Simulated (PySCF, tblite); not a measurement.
**C3H3F3O3S: a rotation path, then NMR shifts on frames**

Aim: move C3H3F3O3S (`O=[S@@]1OC[C@](F)(C(F)F)O1`) away from its starting geometry and see how NMR shifts follow the geometry.

Programs: tblite 0.8.0 and PySCF 2.14.0, with density-fitted response routines of our own. Each step states its level of theory. These are calculated values for one molecule in the gas phase, unless marked as measured. Atoms count from 0, in the outputs and in this text.

**1. Starting geometry**

13 atoms, charge 0, multiplicity 1; geometry from: GFN2-xTB.

Bonds of the start (Å): O0–S1 1.41, S1–O2 1.67, O2–C3 1.39, C3–C4 1.55, C4–F5 1.40, C4–C6 1.54, C6–F7 1.34, C6–F8 1.35, C4–O9 1.35, O9–S1 1.74, C3–H10 1.09, C3–H11 1.10, C6–H12 1.10.

**2. The rotation path with GFN2-xTB**

The job: settings as JSON, then the geometry in Å.

```
{"job": {"kind": "neb", "xc": "GFN2-xTB", "basis": "xTB", "atoms": [7, 6, 4, 9], "turn": 120}, "charge": 0, "multiplicity": 1}
O     -2.306092     1.759587     1.698406
S     -1.940441     1.283939     0.417126
O     -1.871200    -0.383273     0.463167
C     -0.749472    -0.922703    -0.161317
C      0.225533     0.255318    -0.411923
F      0.206030     0.548254    -1.776184
C      1.691885    -0.066519    -0.071677
F      1.802259    -0.365252     1.234269
F      2.091868    -1.157779    -0.755735
O     -0.206063     1.331395     0.274517
H     -0.298585    -1.668924     0.500154
H     -1.007308    -1.387751    -1.118611
H      2.357198     0.774195    -0.309921
```

Method: GFN2-xTB climbing-image nudged elastic band, gas phase.

On the command line:

```console
> OMP_NUM_THREADS=1 python probes_run.py task.json out
```

One launch serves the whole session: the jobs run in the order shown.

The log of the run:

```text
image   E - E0 / eV
  0       0.0000
  1       0.0104
  2       0.0382
  3       0.0742
  4       0.1058
  5       0.1224
  6       0.1210
  7       0.1088
  8       0.0996
```

It took 2.9 s on 1 thread of Arm Neoverse V1, shared host; peak memory 0.18 GiB.

The final band, with the dihedral F7–C6–C4–O9:

```tsv
image	dihedral (°)	energy (eV)	energy (kcal/mol)
0	62	0.000	0.0
1	73	0.010	0.2
2	85	0.038	0.9
3	97	0.074	1.7
4	110	0.106	2.4
5	123	0.122	2.8
6	135	0.121	2.8
7	148	0.109	2.5
8	162	0.100	2.3
```

**3. Shielding tensors: image 0, PBE0/pcSseg-1**

The job: settings as JSON, then the geometry in Å.

```
{"job": {"kind": "nmr", "xc": "PBE0", "basis": "pcSseg-1", "pop": false}, "charge": 0, "multiplicity": 1}
O     -2.306100     1.759600     1.698400
S     -1.940400     1.283900     0.417100
O     -1.871200    -0.383300     0.463200
C     -0.749500    -0.922700    -0.161300
C      0.225500     0.255300    -0.411900
F      0.206000     0.548300    -1.776200
C      1.691900    -0.066500    -0.071700
F      1.802300    -0.365300     1.234300
F      2.091900    -1.157800    -0.755700
O     -0.206100     1.331400     0.274500
H     -0.298600    -1.668900     0.500200
H     -1.007300    -1.387800    -1.118600
H      2.357200     0.774200    -0.309900
```

With the program's defaults for keys left out, this is: GIAO PBE0/pcSseg-1 NMR shielding, non-relativistic, gas phase.

The log of the run:

```text
coarse grid: 13264 points
cycle   1  E = -1038.1713264630  dE =  2.237e+00  |g| = 1.335e+00  |ddm| = 3.645e+00
cycle   2  E = -1037.4239744787  dE =  7.474e-01  |g| = 2.426e+00  |ddm| = 2.508e+00
cycle   3  E = -1038.4428066862  dE = -1.019e+00  |g| = 4.432e-01  |ddm| = 1.910e+00
cycle   4  E = -1038.4777334846  dE = -3.493e-02  |g| = 1.119e-01  |ddm| = 3.782e-01
cycle   5  E = -1038.4797427762  dE = -2.009e-03  |g| = 2.742e-02  |ddm| = 8.503e-02
cycle   6  E = -1038.4798583866  dE = -1.156e-04  |g| = 1.127e-02  |ddm| = 2.424e-02
cycle   7  E = -1038.4798777074  dE = -1.932e-05  |g| = 2.031e-03  |ddm| = 7.172e-03
cycle   8  E = -1038.4798784284  dE = -7.210e-07  |g| = 6.618e-04  |ddm| = 2.011e-03
final grid: 129928 points
cycle   9  E = -1038.5923356305  dE = -4.554e-05  |g| = 1.253e-02  |ddm| = 2.750e-02
cycle  10  E = -1038.5923060911  dE =  2.954e-05  |g| = 1.818e-02  |ddm| = 1.906e-02
cycle  11  E = -1038.5923622827  dE = -5.619e-05  |g| = 1.437e-03  |ddm| = 1.146e-02
cycle  12  E = -1038.5923626052  dE = -3.225e-07  |g| = 6.355e-04  |ddm| = 1.505e-03
cycle  13  E = -1038.5923626681  dE = -6.288e-08  |g| = 2.385e-04  |ddm| = 5.545e-04
cycle  14  E = -1038.5923626784  dE = -1.030e-08  |g| = 5.354e-05  |ddm| = 2.105e-04
cycle  15  E = -1038.5923626789  dE = -4.929e-10  |g| = 2.163e-05  |ddm| = 4.683e-05
converged SCF energy = -1038.5923626789

GIAO shielding tensors (ppm)
atom      isotropic    diamagn.    paramagn.     s11        s22        s33       span
  0 O       18.153     392.703    -374.550   -219.299     40.867    232.892    452.191
  1 S      -95.022    1048.525   -1143.547   -336.527    -42.555     94.018    430.545
  2 O      144.137     399.159    -255.022     35.117     74.158    323.136    288.018
  3 C      111.726     246.485    -134.759     83.163    104.216    147.800     64.637
  4 C       71.506     245.877    -174.370     49.008     74.792     90.719     41.711
  5 F      280.698     475.606    -194.908    186.681    297.192    358.223    171.542
  6 C       69.786     238.549    -168.763     54.297     73.895     81.167     26.870
  7 F      318.399     473.419    -155.020    220.767    346.658    387.771    167.004
  8 F      322.764     471.577    -148.813    222.555    353.422    392.316    169.761
  9 O       69.709     403.141    -333.432    -15.752     44.685    180.195    195.947
 10 H       26.588      29.266      -2.678     22.493     26.435     30.836      8.342
 11 H       26.984      28.843      -1.858     23.039     26.701     31.213      8.174
 12 H       25.418      26.677      -1.259     23.416     24.129     28.709      5.293
```

Run time: 26 s. Hardware: 1 thread of Arm Neoverse V1, shared host; peak memory 0.84 GiB.

Shifts follow as δ = σ(reference) − σ, with reference shieldings (ppm) from runs at the same level and on the same kind of geometry: 1H TMS 31.72, 13C TMS 186.9, 19F CFCl3 170.9, 17O H2O 336.1, 33S CS2 504. The references are single molecules in the gas phase, so shifts against H2O, NH3, PH3, H3PO4 or CFCl3 are not on the usual liquid scales and can be off by tens of ppm. Each atom is listed at this fixed geometry, with no averaging over motion; a spectrum would average atoms that exchange fast.

```tsv
atoms	environment	σ (ppm)	δ (ppm)
C6	sp3 CH bonded to 2 F	69.8	117.1
C4	fully substituted sp3 carbon bonded to F and O	71.5	115.4
C3	sp3 CH2 bonded to O	111.7	75.2
H12	hydrogen on an sp3 CH bonded to 2 F	25.42	6.30
H10	hydrogen on an sp3 CH2 bonded to O	26.59	5.13
H11	hydrogen on an sp3 CH2 bonded to O	26.98	4.73
O0	S=O oxygen	18.2	317.9
O9	oxygen bonded to C, S, in a 5-membered ring	69.7	266.4
O2	oxygen bonded to C, S, in a 5-membered ring	144.1	191.9
S1	sulfur bonded to 3 O, in a 5-membered ring	-95	599
F5	fluorine on an sp3 carbon	280.7	-109.8
F7	fluorine of a CF2 group	318.4	-147.5
F8	fluorine of a CF2 group	322.8	-151.8
```

Ring of atoms S1, O2, C3, C4, O9: NICS(0) -9.1, NICS(1) -3.5, NICS(1)zz -5.9 ppm (means of both faces).

**4. Nuclear shieldings: image 2, PBE0/pcSseg-1**

The job: settings as JSON, then the geometry in Å.

```
{"job": {"kind": "nmr", "xc": "PBE0", "basis": "pcSseg-1", "pop": false}, "charge": 0, "multiplicity": 1}
O     -2.281500     1.877400     1.605900
S     -1.931100     1.314500     0.355400
O     -1.872600    -0.344800     0.517500
C     -0.766100    -0.936700    -0.087800
C      0.219500     0.211400    -0.423300
F      0.182800     0.415200    -1.801500
C      1.698100    -0.065700    -0.074700
F      1.788100    -0.743200     1.086200
F      2.270400    -0.835200    -1.016600
O     -0.200800     1.335200     0.195500
H     -0.321600    -1.647400     0.614500
H     -1.047400    -1.455700    -1.009500
H      2.257800     0.875500     0.020500
```

Level: GIAO PBE0/pcSseg-1 NMR shielding, non-relativistic, gas phase.

The log of the run:

```text
coarse grid: 13264 points
cycle   1  E = -1038.1675041546  dE =  2.241e+00  |g| = 1.337e+00  |ddm| = 3.640e+00
cycle   2  E = -1037.4175467917  dE =  7.500e-01  |g| = 2.431e+00  |ddm| = 2.516e+00
cycle   3  E = -1038.4404683604  dE = -1.023e+00  |g| = 4.419e-01  |ddm| = 1.915e+00
cycle   4  E = -1038.4751449702  dE = -3.468e-02  |g| = 1.125e-01  |ddm| = 3.771e-01
cycle   5  E = -1038.4771814939  dE = -2.037e-03  |g| = 2.677e-02  |ddm| = 8.463e-02
cycle   6  E = -1038.4772920045  dE = -1.105e-04  |g| = 1.116e-02  |ddm| = 2.371e-02
cycle   7  E = -1038.4773109655  dE = -1.896e-05  |g| = 2.029e-03  |ddm| = 7.191e-03
cycle   8  E = -1038.4773116811  dE = -7.156e-07  |g| = 6.707e-04  |ddm| = 2.009e-03
final grid: 129928 points
cycle   9  E = -1038.5899623791  dE = -4.624e-05  |g| = 1.227e-02  |ddm| = 2.705e-02
cycle  10  E = -1038.5899344409  dE =  2.794e-05  |g| = 1.772e-02  |ddm| = 1.848e-02
cycle  11  E = -1038.5899879775  dE = -5.354e-05  |g| = 1.372e-03  |ddm| = 1.112e-02
cycle  12  E = -1038.5899882723  dE = -2.948e-07  |g| = 5.918e-04  |ddm| = 1.453e-03
cycle  13  E = -1038.5899883262  dE = -5.393e-08  |g| = 2.376e-04  |ddm| = 5.247e-04
cycle  14  E = -1038.5899883363  dE = -1.004e-08  |g| = 5.432e-05  |ddm| = 2.081e-04
cycle  15  E = -1038.5899883368  dE = -5.241e-10  |g| = 2.119e-05  |ddm| = 4.844e-05
converged SCF energy = -1038.5899883368

GIAO shielding tensors (ppm)
atom      isotropic    diamagn.    paramagn.     s11        s22        s33       span
  0 O       21.952     392.733    -370.781   -216.498     48.793    233.560    450.058
  1 S      -90.155    1048.555   -1138.710   -335.782    -41.351    106.669    442.450
  2 O      145.961     399.156    -253.195     38.180     72.536    327.166    288.986
  3 C      112.784     246.517    -133.734     85.193    105.142    148.015     62.821
  4 C       71.131     245.888    -174.757     49.456     74.241     89.696     40.241
  5 F      279.153     475.115    -195.962    182.388    302.684    352.387    169.999
  6 C       69.879     238.147    -168.268     53.538     73.397     82.702     29.164
  7 F      316.964     473.394    -156.430    228.677    346.355    375.858    147.181
  8 F      317.160     469.444    -152.284    212.920    341.018    397.542    184.623
  9 O       68.262     403.241    -334.979    -15.305     38.124    181.969    197.274
 10 H       26.462      29.300      -2.838     22.324     26.199     30.864      8.539
 11 H       27.043      28.855      -1.812     23.099     26.673     31.357      8.258
 12 H       25.430      26.889      -1.459     23.119     24.638     28.534      5.415
```

Wall time 26 s (1 thread of Arm Neoverse V1, shared host); peak memory 0.84 GiB.

This run: δ C6 117.0, C4 115.8, C3 74.1, O0 314.1, H12 6.29, H10 5.25 ppm.

**5. Shielding tensors: image 5, PBE0/pcSseg-1**

The job: settings as JSON, then the geometry in Å.

```
{"job": {"kind": "nmr", "xc": "PBE0", "basis": "pcSseg-1", "pop": false}, "charge": 0, "multiplicity": 1}
O     -2.248100     2.047600     1.436700
S     -1.921100     1.358300     0.244200
O     -1.879000    -0.275500     0.580300
C     -0.784700    -0.943300     0.037600
C      0.210700     0.150000    -0.439200
F      0.125200     0.203400    -1.823900
C      1.703900    -0.082300    -0.077800
F      1.880800    -1.235000     0.603400
F      2.460700    -0.173500    -1.179700
O     -0.194400     1.338100     0.068200
H     -0.346800    -1.580600     0.810000
H     -1.080500    -1.556200    -0.819800
H      2.068900     0.749800     0.542200
```

Level: GIAO PBE0/pcSseg-1 NMR shielding, non-relativistic, gas phase.

The log of the run:

```text
coarse grid: 13264 points
cycle   1  E = -1038.1600347906  dE =  2.243e+00  |g| = 1.342e+00  |ddm| = 3.636e+00
cycle   2  E = -1037.4031767309  dE =  7.569e-01  |g| = 2.444e+00  |ddm| = 2.551e+00
cycle   3  E = -1038.4365476397  dE = -1.033e+00  |g| = 4.372e-01  |ddm| = 1.935e+00
cycle   4  E = -1038.4703908000  dE = -3.384e-02  |g| = 1.149e-01  |ddm| = 3.772e-01
cycle   5  E = -1038.4725371676  dE = -2.146e-03  |g| = 2.533e-02  |ddm| = 8.522e-02
cycle   6  E = -1038.4726363449  dE = -9.918e-05  |g| = 1.098e-02  |ddm| = 2.306e-02
cycle   7  E = -1038.4726546778  dE = -1.833e-05  |g| = 2.033e-03  |ddm| = 7.165e-03
cycle   8  E = -1038.4726553864  dE = -7.086e-07  |g| = 6.718e-04  |ddm| = 1.997e-03
final grid: 129928 points
cycle   9  E = -1038.5852550120  dE = -4.727e-05  |g| = 1.199e-02  |ddm| = 2.664e-02
cycle  10  E = -1038.5852280536  dE =  2.696e-05  |g| = 1.736e-02  |ddm| = 1.819e-02
cycle  11  E = -1038.5852794271  dE = -5.137e-05  |g| = 1.308e-03  |ddm| = 1.093e-02
cycle  12  E = -1038.5852796952  dE = -2.681e-07  |g| = 5.596e-04  |ddm| = 1.403e-03
cycle  13  E = -1038.5852797434  dE = -4.821e-08  |g| = 2.338e-04  |ddm| = 5.018e-04
cycle  14  E = -1038.5852797531  dE = -9.630e-09  |g| = 5.366e-05  |ddm| = 2.042e-04
cycle  15  E = -1038.5852797536  dE = -5.150e-10  |g| = 2.192e-05  |ddm| = 4.964e-05
converged SCF energy = -1038.5852797536

GIAO shielding tensors (ppm)
atom      isotropic    diamagn.    paramagn.     s11        s22        s33       span
  0 O       21.465     392.755    -371.290   -217.539     47.791    234.143    451.682
  1 S      -91.090    1048.581   -1139.670   -336.921    -40.230    103.882    440.802
  2 O      148.243     399.189    -250.946     44.409     73.333    326.987    282.578
  3 C      110.872     246.707    -135.835     84.332    103.279    145.005     60.673
  4 C       70.666     245.900    -175.234     50.714     73.362     87.921     37.207
  5 F      277.323     474.529    -197.207    190.766    302.674    338.528    147.762
  6 C       66.388     237.347    -170.960     51.986     68.859     78.319     26.332
  7 F      308.991     472.196    -163.205    207.937    340.210    378.828    170.891
  8 F      310.364     467.190    -156.826    216.388    318.926    395.776    179.388
  9 O       63.494     403.080    -339.586    -19.591     28.100    181.973    201.564
 10 H       26.473      29.506      -3.033     21.616     26.328     31.476      9.860
 11 H       27.044      28.940      -1.896     23.266     26.657     31.209      7.944
 12 H       25.487      27.486      -2.000     23.104     25.229     28.128      5.024
```

It took 26 s on 1 thread of Arm Neoverse V1, shared host; peak memory 0.86 GiB.

This run: δ C6 120.5, C4 116.3, C3 76.1, O0 314.6, H12 6.23, H10 5.24 ppm.

**6. Nuclear shieldings: image 6, PBE0/pcSseg-1**

The job: settings as JSON, then the geometry in Å.

```
{"job": {"kind": "nmr", "xc": "PBE0", "basis": "pcSseg-1", "pop": false}, "charge": 0, "multiplicity": 1}
O     -2.235400     2.095900     1.382400
S     -1.919200     1.367700     0.210300
O     -1.872400    -0.254100     0.603000
C     -0.781200    -0.939500     0.077800
C      0.207400     0.137100    -0.449500
F      0.110800     0.138100    -1.833300
C      1.696400    -0.092200    -0.079200
F      1.905400    -1.338500     0.399900
F      2.487900     0.040800    -1.151400
O     -0.194200     1.342500     0.018800
H     -0.333800    -1.545600     0.869700
H     -1.080500    -1.586400    -0.752900
H      2.004400     0.634800     0.686700
```

Level: GIAO PBE0/pcSseg-1 NMR shielding, non-relativistic, gas phase.

The log of the run:

```text
coarse grid: 13264 points
cycle   1  E = -1038.1611578400  dE =  2.244e+00  |g| = 1.342e+00  |ddm| = 3.637e+00
cycle   2  E = -1037.4047294833  dE =  7.564e-01  |g| = 2.443e+00  |ddm| = 2.547e+00
cycle   3  E = -1038.4375466163  dE = -1.033e+00  |g| = 4.372e-01  |ddm| = 1.933e+00
cycle   4  E = -1038.4714029397  dE = -3.386e-02  |g| = 1.151e-01  |ddm| = 3.775e-01
cycle   5  E = -1038.4735573823  dE = -2.154e-03  |g| = 2.510e-02  |ddm| = 8.523e-02
cycle   6  E = -1038.4736545454  dE = -9.716e-05  |g| = 1.100e-02  |ddm| = 2.299e-02
cycle   7  E = -1038.4736729526  dE = -1.841e-05  |g| = 2.023e-03  |ddm| = 7.139e-03
cycle   8  E = -1038.4736736522  dE = -6.996e-07  |g| = 6.724e-04  |ddm| = 1.993e-03
final grid: 129928 points
cycle   9  E = -1038.5857951891  dE = -4.462e-05  |g| = 1.199e-02  |ddm| = 2.664e-02
cycle  10  E = -1038.5857681395  dE =  2.705e-05  |g| = 1.739e-02  |ddm| = 1.827e-02
cycle  11  E = -1038.5858196526  dE = -5.151e-05  |g| = 1.328e-03  |ddm| = 1.095e-02
cycle  12  E = -1038.5858199280  dE = -2.754e-07  |g| = 5.663e-04  |ddm| = 1.412e-03
cycle  13  E = -1038.5858199773  dE = -4.929e-08  |g| = 2.335e-04  |ddm| = 5.086e-04
cycle  14  E = -1038.5858199869  dE = -9.641e-09  |g| = 5.353e-05  |ddm| = 2.043e-04
cycle  15  E = -1038.5858199874  dE = -5.034e-10  |g| = 2.202e-05  |ddm| = 4.963e-05
converged SCF energy = -1038.5858199874

GIAO shielding tensors (ppm)
atom      isotropic    diamagn.    paramagn.     s11        s22        s33       span
  0 O       19.916     392.733    -372.817   -218.430     44.392    233.786    452.216
  1 S      -93.310    1048.576   -1141.887   -336.952    -40.542     97.563    434.515
  2 O      147.301     399.242    -251.941     43.045     73.088    325.770    282.725
  3 C      110.157     246.850    -136.692     82.937    102.596    144.939     62.001
  4 C       70.816     245.682    -174.866     51.125     73.034     88.289     37.163
  5 F      281.486     474.542    -193.056    194.937    306.605    342.916    147.979
  6 C       65.875     237.647    -171.772     51.482     68.496     77.646     26.165
  7 F      309.518     471.854    -162.336    199.465    343.093    385.997    186.532
  8 F      313.229     467.068    -153.839    220.826    320.707    398.154    177.328
  9 O       64.780     402.997    -338.217    -18.978     32.120    181.198    200.176
 10 H       26.559      29.559      -3.000     21.600     26.501     31.576      9.976
 11 H       27.001      28.958      -1.957     23.246     26.663     31.094      7.848
 12 H       25.512      27.729      -2.217     23.240     25.220     28.075      4.835
```

Run time: 26 s. Hardware: 1 thread of Arm Neoverse V1, shared host; peak memory 0.86 GiB.

In short: δ C6 121.1, C4 116.1, C3 76.8, O0 316.2, H12 6.21, H10 5.16 ppm.

**7. Shielding tensors: image 8, PBE0/pcSseg-1**

The job: settings as JSON, then the geometry in Å.

```
{"job": {"kind": "nmr", "xc": "PBE0", "basis": "pcSseg-1", "pop": false}, "charge": 0, "multiplicity": 1}
O     -2.229100     2.215900     1.218100
S     -1.915800     1.370100     0.127800
O     -1.837800    -0.206200     0.689800
C     -0.766900    -0.927600     0.172300
C      0.200600     0.112600    -0.460700
F      0.079400     0.005100    -1.838700
C      1.678400    -0.118800    -0.086200
F      1.969600    -1.438900    -0.104200
F      2.499600     0.476500    -0.961500
O     -0.193500     1.346900    -0.074600
H     -0.284100    -1.481000     0.983300
H     -1.090500    -1.629500    -0.603300
H      1.885600     0.275200     0.920100
```

Method: GIAO PBE0/pcSseg-1 NMR shielding, non-relativistic, gas phase.

The log of the run:

```text
coarse grid: 13264 points
cycle   1  E = -1038.1634409400  dE =  2.243e+00  |g| = 1.341e+00  |ddm| = 3.639e+00
cycle   2  E = -1037.4090423912  dE =  7.544e-01  |g| = 2.442e+00  |ddm| = 2.529e+00
cycle   3  E = -1038.4396392560  dE = -1.031e+00  |g| = 4.361e-01  |ddm| = 1.921e+00
cycle   4  E = -1038.4733096807  dE = -3.367e-02  |g| = 1.158e-01  |ddm| = 3.774e-01
cycle   5  E = -1038.4754874054  dE = -2.178e-03  |g| = 2.555e-02  |ddm| = 8.622e-02
cycle   6  E = -1038.4755879004  dE = -1.005e-04  |g| = 1.119e-02  |ddm| = 2.344e-02
cycle   7  E = -1038.4756069659  dE = -1.907e-05  |g| = 2.041e-03  |ddm| = 7.149e-03
cycle   8  E = -1038.4756076724  dE = -7.065e-07  |g| = 7.186e-04  |ddm| = 2.059e-03
final grid: 129928 points
cycle   9  E = -1038.5882436878  dE = -4.573e-05  |g| = 1.201e-02  |ddm| = 2.685e-02
cycle  10  E = -1038.5882161583  dE =  2.753e-05  |g| = 1.745e-02  |ddm| = 1.824e-02
cycle  11  E = -1038.5882682032  dE = -5.204e-05  |g| = 1.453e-03  |ddm| = 1.112e-02
cycle  12  E = -1038.5882685269  dE = -3.237e-07  |g| = 6.331e-04  |ddm| = 1.493e-03
cycle  13  E = -1038.5882685890  dE = -6.209e-08  |g| = 2.396e-04  |ddm| = 5.598e-04
cycle  14  E = -1038.5882685994  dE = -1.042e-08  |g| = 5.171e-05  |ddm| = 2.114e-04
cycle  15  E = -1038.5882685999  dE = -4.718e-10  |g| = 2.086e-05  |ddm| = 4.564e-05
converged SCF energy = -1038.5882685999

GIAO shielding tensors (ppm)
atom      isotropic    diamagn.    paramagn.     s11        s22        s33       span
  0 O       22.609     392.560    -369.952   -211.474     43.373    235.927    447.401
  1 S      -93.583    1048.539   -1142.122   -330.906    -43.016     93.173    424.079
  2 O      142.238     399.306    -257.068     31.278     72.537    322.900    291.622
  3 C      110.444     247.106    -136.662     82.623    102.683    146.026     63.402
  4 C       71.937     245.023    -173.085     51.784     73.208     90.820     39.036
  5 F      293.316     474.955    -181.640    201.105    316.289    362.553    161.449
  6 C       66.624     238.729    -172.106     50.677     70.524     78.670     27.993
  7 F      318.261     471.048    -152.787    202.561    346.188    406.034    203.472
  8 F      320.487     467.547    -147.060    221.857    333.988    405.616    183.760
  9 O       70.073     402.708    -332.635    -18.904     46.256    182.867    201.772
 10 H       26.841      29.521      -2.681     22.119     26.933     31.470      9.351
 11 H       26.984      28.938      -1.955     23.143     26.751     31.057      7.913
 12 H       25.572      28.150      -2.578     23.837     24.672     28.206      4.368
```

Run time: 26 s. Hardware: 1 thread of Arm Neoverse V1, shared host; peak memory 0.87 GiB.

In short: δ C6 120.3, C4 115.0, C3 76.5, O0 313.5, H12 6.15, H10 4.88 ppm.

**8. Side by side: NMR shifts**

Shifts (ppm) of some atoms, chosen among heavy atoms and hydrogens apart, with basis size and wall time:

```tsv
frame	H12	H10	O9	O2	F5	F7	F8	functions	time
image 0	6.30	5.13	266.4	191.9	-109.8	-147.5	-151.8	192	26 s
image 2	6.29	5.25	267.8	190.1	-108.2	-146.0	-146.2	192	26 s
image 5	6.23	5.24	272.6	187.8	-106.4	-138.0	-139.4	192	26 s
image 6	6.21	5.16	271.3	188.8	-110.5	-138.6	-142.3	192	26 s
image 8	6.15	4.88	266.0	193.8	-122.4	-147.3	-149.5	192	26 s
```

**9. Summary of results**

| quantity | value |
| --- | --- |
| barrier | 0.122 eV (2.8 kcal/mol) at image 5 |
| end to end (GFN2-xTB) | 0.100 eV |
| 13C shifts against TMS (PBE0/pcSseg-1, image 0) | 117.1, 115.4, 75.2 ppm |
| 1H shifts against TMS (PBE0/pcSseg-1, image 0) | 6.30, 5.13, 4.73 ppm |
| 17O shifts against H2O (PBE0/pcSseg-1, image 0) | 317.9, 266.4, 191.9 ppm |
| 33S shifts against CS2 (PBE0/pcSseg-1, image 0) | 599 ppm |
| 19F shifts against CFCl3 (PBE0/pcSseg-1, image 0) | -109.8, -147.5, -151.8 ppm |
| range of the shift of F5 | -122.4 to -106.4 ppm |

In words: Along the band the dihedral turns by 100°, and the top (dihedral 123°) lies 2.8 kcal/mol above the start (GFN2-xTB, rough), so at room temperature this motion is fast. The top was not checked by a frequency run. Shifts at one fixed geometry are not the observed spectrum, which averages over the motion. In ppm, F5 moves most: its shift spreads over 16.0 ppm, from -122.4 (image 8) to -106.4 (image 5).
